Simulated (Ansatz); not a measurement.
**C₆H₁₆O₄Zr: a ladder of functionals and wavefunction methods**

An exercise on one series of results from a longer session: the logs are not shown, and one member is left open.

Method: functionals in def2-TZVPP, the program's frozen cores in correlated methods; program: Ansatz 0.2.0, Gaussian basis.

Levels to be run: LDA (SPW92), PBE-D4, revPBE-D4, BLYP-D4, r2SCAN-D4, B97M-V, PBE0-D4, B3LYP-D4, r2SCANh-D4, r2SCAN0-D4, HSE06-D4, BHLYP-D4, CAM-B3LYP-D4, LC-ωPBE, ωB97X-V, ωB97M-V, B2PLYP, PBE-QIDH; CCSD(T)/def2-SVP; CCSD(T)/def2-TZVPP; MP2/def2-QZVPP; extrapolation to the limit; RPA on PBE.

**The relaxed structure**

An earlier PBE0-D4 in a triple-zeta def2 set relaxation fixed the geometry. Zr takes the def2 core potential; no spin-orbit term is included.

SMILES `CC(C)[O][Zr]([OH])([OH])[O]C(C)C`, 27 atoms, charge 0, spin multiplicity 1.

Atoms are counted from 1 here; the program's logs count them from 0.

Bond lengths: C1–C2 1.517 Å, C1–H12 1.093 Å, C1–H13 1.092 Å, C1–H14 1.093 Å, C2–C3 1.517 Å, C2–O4 1.396 Å, C2–H15 1.100 Å, C3–H16 1.094 Å, C3–H17 1.092 Å, C3–H18 1.093 Å, O4–Zr5 1.922 Å, Zr5–O6 1.936 Å, Zr5–O7 1.935 Å, Zr5–O8 1.922 Å, O6–H19 0.951 Å, O7–H20 0.951 Å, O8–C9 1.396 Å, C9–C10 1.517 Å and more. Angles: C2–C1–H12 110.9°, C2–C1–H13 110.5°, C2–C1–H14 110.1°, H12–C1–H13 108.5°, H12–C1–H14 108.5°, H13–C1–H14 108.3°, C1–C2–C3 112.2°, C1–C2–O4 109.9°, C1–C2–H15 108.6°, C3–C2–O4 109.9°, C3–C2–H15 108.5°, O4–C2–H15 107.7°, C2–C3–H16 110.1°, C2–C3–H17 110.5°, C2–C3–H18 110.9°, H16–C3–H17 108.3°, H16–C3–H18 108.4°, H17–C3–H18 108.5° and more.

The first run:

in.yaml

```yaml
crystal:
  periodic: [false, false, false]
  atoms:
    - {symbol: C, position_ang: [-3.485802, -0.268377, -1.291433]}
    - {symbol: C, position_ang: [-2.135279, -0.954759, -1.211336]}
    - {symbol: C, position_ang: [-2.006746, -1.822030, 0.026998]}
    - {symbol: O, position_ang: [-1.115816, -0.000686, -1.230773]}
    - {symbol: Zr, position_ang: [0.194191, 1.387231, -1.000149]}
    - {symbol: O, position_ang: [-0.708295, 3.078076, -0.728457]}
    - {symbol: O, position_ang: [1.341474, 1.470416, -2.556737]}
    - {symbol: O, position_ang: [1.252685, 0.958664, 0.546353]}
    - {symbol: C, position_ang: [2.069299, 0.465359, 1.566091]}
    - {symbol: C, position_ang: [1.617895, -0.928601, 1.960189]}
    - {symbol: C, position_ang: [3.520243, 0.493155, 1.124025]}
    - {symbol: H, position_ang: [-4.294523, -1.002592, -1.325795]}
    - {symbol: H, position_ang: [-3.545273, 0.354592, -2.185900]}
    - {symbol: H, position_ang: [-3.635254, 0.371466, -0.417435]}
    - {symbol: H, position_ang: [-2.013216, -1.592666, -2.099006]}
    - {symbol: H, position_ang: [-2.132180, -1.213583, 0.927073]}
    - {symbol: H, position_ang: [-1.022047, -2.291779, 0.065083]}
    - {symbol: H, position_ang: [-2.766184, -2.607771, 0.033014]}
    - {symbol: H, position_ang: [-1.028489, 3.922390, -0.430607]}
    - {symbol: H, position_ang: [1.772452, 1.398293, -3.401176]}
    - {symbol: H, position_ang: [1.955269, 1.128651, 2.435949]}
    - {symbol: H, position_ang: [2.213639, -1.310281, 2.793007]}
    - {symbol: H, position_ang: [0.568274, -0.920836, 2.260071]}
    - {symbol: H, position_ang: [1.728423, -1.612945, 1.114357]}
    - {symbol: H, position_ang: [3.813202, 1.505187, 0.838392]}
    - {symbol: H, position_ang: [4.178949, 0.155262, 1.927903]}
    - {symbol: H, position_ang: [3.663121, -0.161846, 0.260278]}
basis:
  gaussian: {orbitals: def2-TZVPP}
hamiltonian: {xc: lda}
output: {orbitals: {seedname: orbitals}}
```

On the command line:

```console
> ansatz run in.yaml --threads 11 --pin off --events-out ev --progress --plain --max-ram 174080MiB --backend cuda --devices 0, --max-vram 75GiB
```

Among the steps run: LDA; PBE-D4 (GGA); revPBE-D4 (GGA); BLYP-D4 (GGA); r2SCAN-D4 (meta-GGA); B97M-V (meta-GGA); PBE0-D4 (hybrid); B3LYP-D4 (hybrid); r2SCANh-D4 (hybrid); r2SCAN0-D4 (hybrid); HSE06-D4 (hybrid); BHLYP-D4 (hybrid); CAM-B3LYP-D4 (range-separated); LC-ωPBE (range-separated); ωB97X-V (range-separated); ωB97M-V (range-separated); B2PLYP (double hybrid); PBE-QIDH (double hybrid).

One of the session's tables, all rows but one given; the rest of the session is left out.

It belongs to the step «Frontier levels by functional». 

```
  functional  HOMO (eV)  gap (eV)
 LDA (SPW92)      -6.30      5.58
      PBE-D4      -6.10      5.53
   revPBE-D4      -6.02      5.51
     BLYP-D4      -6.00      5.45
   r2SCAN-D4      -6.41      6.40
      B97M-V      -6.55      6.00
     PBE0-D4          ?         ?
    B3LYP-D4      -7.36      7.18
  r2SCANh-D4      -6.97      7.15
  r2SCAN0-D4      -7.81      8.25
    HSE06-D4      -7.19      6.95
    BHLYP-D4      -9.03      9.58
CAM-B3LYP-D4      -9.01      9.69
     LC-ωPBE     -10.31     12.00
     ωB97X-V     -10.00     11.53
     ωB97M-V      -9.94     10.91
```

Estimate the missing values for PBE0-D4.

The run gave: HOMO (eV): -7.59; gap (eV): 7.68. In the column «HOMO (eV)» it lies between r2SCAN0-D4 (-7.81) and B3LYP-D4 (-7.36).
